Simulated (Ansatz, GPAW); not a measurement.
# KMgI₃ with GLLB-SC from a Python script

These are simulated results from GPAW 26.7.0, not measurements. The cell was built from a prototype and was relaxed with r2SCAN in plane waves (Ansatz 0.2.0). It may be hypothetical. All runs are without spin polarisation.

The symmetry is Pm-3m (No. 221, cubic); a = 5.814 Å in the conventional setting, 39.30 Å³ an atom. K is surrounded by 12 I at 4.11 Å; Mg is surrounded by 6 I at 2.91 Å; I is surrounded by 2 Mg at 2.91 Å and 4 K at 4.11 Å.

GLLB-SC is a model potential. Its fundamental gap is the Kohn-Sham gap plus a derivative discontinuity, which the script evaluates at the band edges among the listed k points. Its total energy isn't variational and serves nothing here.

run.py reads:

```python
import json
from ase import Atoms
from gpaw import GPAW, PW, FermiDirac

atoms = Atoms(['K', 'Mg', 'I', 'I', 'I'],
              cell=[[5.81385662, 0.0, 0.0], [0.0, 5.81385662, 0.0], [0.0, 0.0, 5.81385662]],
              scaled_positions=[[0.0, 0.0, 0.0], [0.5, 0.5, 0.5], [0.5, 0.5, 0.0], [0.5, 0.0, 0.5], [0.0, 0.5, 0.5]],
              pbc=True)
calc = GPAW(mode=PW(400), xc='GLLBSC', kpts={'size': (4, 4, 4), 'gamma': True},
            occupations=FermiDirac(0.02), maxiter=100, legacy_gpaw=True, txt='gpaw.txt')
atoms.calc = calc
res = {'energy': atoms.get_potential_energy(force_consistent=True)}
res['electrons'] = calc.get_number_of_electrons()
res['k'] = calc.get_ibz_k_points().tolist()
res['levels'] = [calc.get_eigenvalues(kpt=i).tolist() for i in range(len(res['k']))]
points = [[0.0, 0.0, 0.0], [0.0, 0.5, 0.0], [0.5, 0.5, 0.0], [0.5, 0.5, 0.5]]
bands = calc.fixed_density(kpts=points, symmetry='off', nbands=round(res['electrons']) // 2 + 6, convergence={'bands': -2}, txt='bands.txt')
res['points'] = [bands.get_eigenvalues(kpt=i).tolist() for i in range(len(points))]
homo, lumo = bands.get_homo_lumo()
potential = calc.hamiltonian.xc.response.calculate_discontinuity_potential(homo, lumo)
res['discontinuity'] = bands.hamiltonian.xc.response.calculate_discontinuity(potential)
json.dump(res, open('results.json', 'w'))
print('free energy (eV):', round(res['energy'], 5))
```

Command: `python run.py`. It took 40 s on 1 thread of Arm Neoverse V1 (shared host), peak memory 0.23 GiB.

The log gpaw.txt, trimmed of paths, versions and times, then the last line on the terminal. An iter line gives the energy in eV and the logarithms of the changes of orbitals (plane waves alone) and density (c: converged):

```
___ ___ ___ _ _ _
 |   |   |_  | | | |

 | | | | | . | | | |

 |__ |  _|___|_____|  26.7.0
 |___|_|

Input parameters:
  kpts: {gamma: True,
         size: (4, 4, 4)}
  maxiter: 100
  mode: {ecut: 400.0,
         name: pw}
  occupations: {fixmagmom: False,
                name: fermi-dirac,
                width: 0.02}
  xc: GLLBSC

System changes: positions, numbers, cell, pbc, initial_charges, initial_magmoms

Initialize ...

species:
  K:
    name:    Potassium
    Z:       19.0
    valence: 9
    core:    10
    charge:  0.0  # [|e|]
    compensation charges:
      type: gauss
      rc: 0.35  # [Å]
      lmax: 2
    cutoffs:
      filter: 1.91  # [Å]
      core: 1.27  # [Å]
    projectors
    | kind |    occ | energy [eV] | rcut [Å] |

    |------|--------|-------------|----------|

    |   3s |  2.000 |     -35.517 |    1.122 |

    |   4s |  1.000 |      -3.176 |    1.122 |

    |   3p |  6.000 |     -18.819 |    1.106 |

    |    p |        |       8.392 |    1.106 |

    |    d |        |       0.000 |    0.937 |

    Using partial waves for K as LCAO basis

  Mg:
    name:    Magnesium
    Z:       12.0
    valence: 10
    core:    2
    charge:  0.0  # [|e|]
    compensation charges:
      type: gauss
      rc: 0.33  # [Å]
      lmax: 2
    cutoffs:
      filter: 1.86  # [Å]
      core: 0.54  # [Å]
    projectors
    | kind |    occ | energy [eV] | rcut [Å] |

    |------|--------|-------------|----------|

    |   2s |  2.000 |     -81.998 |    1.090 |

    |   3s |  2.000 |      -6.877 |    1.090 |

    |   2p |  6.000 |     -48.239 |    1.085 |

    |   3p |  0.000 |      -3.605 |    1.085 |

    |    d |        |       0.000 |    1.037 |

    Using partial waves for Mg as LCAO basis

  I:
    name:    Iodine
    Z:       53.0
    valence: 7
    core:    46
    charge:  0.0  # [|e|]
    compensation charges:
      type: gauss
      rc: 0.37  # [Å]
      lmax: 2
    cutoffs:
      filter: 2.06  # [Å]
      core: 2.96  # [Å]
    projectors
    | kind |    occ | energy [eV] | rcut [Å] |

    |------|--------|-------------|----------|

    |   5s |  2.000 |     -20.049 |    1.164 |

    |   5p |  5.000 |     -10.166 |    1.164 |

    |    s |        |       7.162 |    1.164 |

    |    p |        |      17.045 |    1.164 |

    |    d |        |       0.000 |    1.164 |

    Using partial waves for I as LCAO basis

Reference energy: -602176.497231  # eV

Spin-paired calculation

Convergence criteria:
 Maximum [total energy] change in last 3 cyles: 0.0005 eV / valence electron
 Maximum integral of absolute [dens]ity change: 0.0001 electrons / valence electron
 Maximum integral of absolute [eigenst]ate change: 4e-08 eV^2 / valence electron
 Maximum number of scf [iter]ations: 100
 (Square brackets indicate name in SCF output, whereas a 'c' in
 the SCF output indicates the quantity has converged.)

Symmetries present (total): 48

  ( 1  0  0)  ( 1  0  0)  ( 1  0  0)  ( 1  0  0)  ( 1  0  0)  ( 1  0  0)
  ( 0  1  0)  ( 0  1  0)  ( 0  0  1)  ( 0  0  1)  ( 0  0 -1)  ( 0  0 -1)
  ( 0  0  1)  ( 0  0 -1)  ( 0  1  0)  ( 0 -1  0)  ( 0  1  0)  ( 0 -1  0)

  ( 1  0  0)  ( 1  0  0)  ( 0  1  0)  ( 0  1  0)  ( 0  1  0)  ( 0  1  0)
[... 27 lines left out ...]
64 k-points: 4 x 4 x 4 Monkhorst-Pack grid + [1/8,1/8,1/8]
10 k-points in the irreducible part of the Brillouin zone
       k-points in crystal coordinates                weights
   0:     0.00000000    0.00000000    0.00000000          1/64
   1:     0.25000000    0.00000000    0.00000000          6/64
   2:     0.25000000    0.25000000    0.00000000         12/64
   3:     0.25000000    0.25000000    0.25000000          8/64
   4:     0.50000000    0.00000000    0.00000000          3/64
   5:     0.50000000    0.25000000    0.00000000         12/64
   6:     0.50000000    0.25000000    0.25000000         12/64
   7:     0.50000000    0.50000000    0.00000000          3/64
   8:     0.50000000    0.50000000    0.25000000          6/64
   9:     0.50000000    0.50000000    0.50000000          1/64

Wave functions: Plane wave expansion
  Cutoff energy: 400.000 eV
  Number of coefficients (min, max): 3544, 3585
  Pulay-stress correction: 0.000000 eV/Ang^3 (de/decut=0.000000)
  Using FFTW library
  ScaLapack parameters: grid=1x1, blocksize=None
  Wavefunction extrapolation:
    Improved wavefunction reuse through dual PAW basis

Occupation numbers: Fermi-Dirac:
  width: 0.0200  # eV

Eigensolver
   Davidson(niter=2)

Densities:
  Coarse grid: 27*27*27 grid
  Fine grid: 54*54*54 grid
  Total Charge: 0.000000

Density mixing:
  Method: separate
  Backend: msr1
  Linear mixing parameter: 0.05
  old densities: 10
  Width of damping distribution: 1.1
  Damping of long wavelength oscillations: 20

Hamiltonian:
  XC and Coulomb potentials evaluated on a 54*54*54 grid
  Using the GLLBSC Exchange-Correlation functional
  External potential:
    NoExternalPotential

XC parameters: GLLBSC functional being used consists of
  -----------------------------------------------------------------------
  | Weight | Module     | Description                                   |

  -----------------------------------------------------------------------
  |  1.000 | SCREENING  | GGA_X_PBE_SOL with 2 nearest neighbor stencil |

  |  1.000 | RESPONSE   | eps=0.0500 eV                                 |

  |  1.000 | XC         | GGA_C_PBE_SOL with 2 nearest neighbor stencil |

  -----------------------------------------------------------------------

Memory estimate:
  Process memory now: 115.22 MiB
  Calculator: 38.80 MiB
    Density: 12.60 MiB
      Arrays: 3.90 MiB
      Localized functions: 5.70 MiB
      Mixer: 3.00 MiB
    Hamiltonian: 2.71 MiB
      Arrays: 2.55 MiB
      XC: 0.00 MiB
      Poisson: 0.00 MiB
      vbar: 0.15 MiB
    Wavefunctions: 23.49 MiB
      Arrays psit_nG: 13.68 MiB
      Eigensolver: 1.74 MiB
      Projections: 0.25 MiB
      Projectors: 6.53 MiB
      PW-descriptor: 1.30 MiB

Total number of cores used: 1

Number of atoms: 5
Number of atomic orbitals: 25
Number of bands in calculation: 25
Number of valence electrons: 40
Bands to converge: occupied

... initialized

Initializing position-dependent things.

Density initialized from atomic densities
Creating initial wave functions:
  25 bands from LCAO basis set

     .-------------.
    /|             |

   / |             |

  /  |             |

 *   |             |

 | I |    Mg       |

 |   |             |

 |   .--I----------.
 |  /             /
 | /      I      /
 |/             /
 K-------------*
Positions:
   0 K      0.000000    0.000000    0.000000    ( 0.0000,  0.0000,  0.0000)
   1 Mg     2.906928    2.906928    2.906928    ( 0.0000,  0.0000,  0.0000)
   2 I      2.906928    2.906928    0.000000    ( 0.0000,  0.0000,  0.0000)
   3 I      2.906928    0.000000    2.906928    ( 0.0000,  0.0000,  0.0000)
   4 I      0.000000    2.906928    2.906928    ( 0.0000,  0.0000,  0.0000)

Unit cell:
           periodic     x           y           z      points  spacing
  1. axis:    yes    5.813857    0.000000    0.000000    27     0.2153
  2. axis:    yes    0.000000    5.813857    0.000000    27     0.2153
  3. axis:    yes    0.000000    0.000000    5.813857    27     0.2153

  Lengths:   5.813857   5.813857   5.813857
  Angles:   90.000000  90.000000  90.000000

Effective grid spacing dv^(1/3) = 0.2153

iter:   1   -15.422517
iter:   2   -16.231319   -0.92  -1.45
iter:   3   -15.667451   -1.73  -1.37
iter:   4   -15.191045   -1.88  -1.38
iter:   5   -14.772881   -1.74  -1.58
iter:   6   -14.501045   -2.33  -1.74
iter:   7   -14.411262   -3.24  -1.66
iter:   8   -14.303992   -3.89  -1.64
iter:   9   -14.296338   -4.43  -1.60
iter:  10   -14.310243c  -3.48  -1.64
iter:  11   -14.318712   -3.84  -1.86
iter:  12   -14.343435   -3.55  -2.05
iter:  13   -14.347948   -4.47  -2.98
iter:  14   -14.347856c  -5.33  -3.65
iter:  15   -14.347506c  -6.00  -3.93
iter:  16   -14.345416c  -6.36  -4.00
iter:  17   -14.345998c  -6.87  -3.92
iter:  18   -14.346336c  -7.67c -4.37c

Converged after 18 iterations.

Energy contributions relative to reference atoms: (reference = -602176.497231)

Kinetic:       +120.566131
Potential:     -113.100569
External:        +0.000000
XC:             -22.693296
Entropy (-ST):   -0.000000
Local:           +0.881398
SIC:             +0.000000
--------------------------
Free energy:    -14.346336
Extrapolated:   -14.346336

GLLBSC response reference energy: 0.53847 eV (from HOMO)

Showing only first 2 kpts
 Kpt  Band  Eigenvalues  Occupancy
  0    18      0.11482    2.00000
  0    19      0.11482    2.00000
  0    20      2.79205    0.00000
  0    21      4.94954    0.00000

  1    18     -0.00482    2.00000
  1    19     -0.00482    2.00000
  1    20      3.60669    0.00000
  1    21      5.57774    0.00000

Fermi level: 1.32613

Gap: 2.254 eV
Transition (v -> c):
  (s=0, k=9, n=19, [0.50, 0.50, 0.50]) -> (s=0, k=0, n=20, [0.00, 0.00, 0.00])
Direct/indirect transitions are different
Direct gap: 2.677 eV
Transition at: (s=0, k=0, n=19, [0.00, 0.00, 0.00])

free energy (eV): -14.34634
```

The gap in the log is over the mesh alone; results.json adds the listed points. GLLB-SC gives a gap of 3.31 eV (2.254 eV Kohn-Sham over the listed points plus 1.053 eV discontinuity). On the same cell, plane-wave PBE (Ansatz, 4×4×4 k points and the special points) gives a gap of 1.23 eV and r2SCAN a gap of 1.87 eV; on shared hosts these took about 6.7 and 16 core-seconds on the 5-atom cell, against 40 for the script. Spin-orbit coupling, left out in all these runs, can cut or reorder the gap by tenths of an eV, up to about 1 eV with Pb or Bi.

No spin-orbit coupling is included; it can move band edges with weight on the heavy atoms by tenths of an eV.
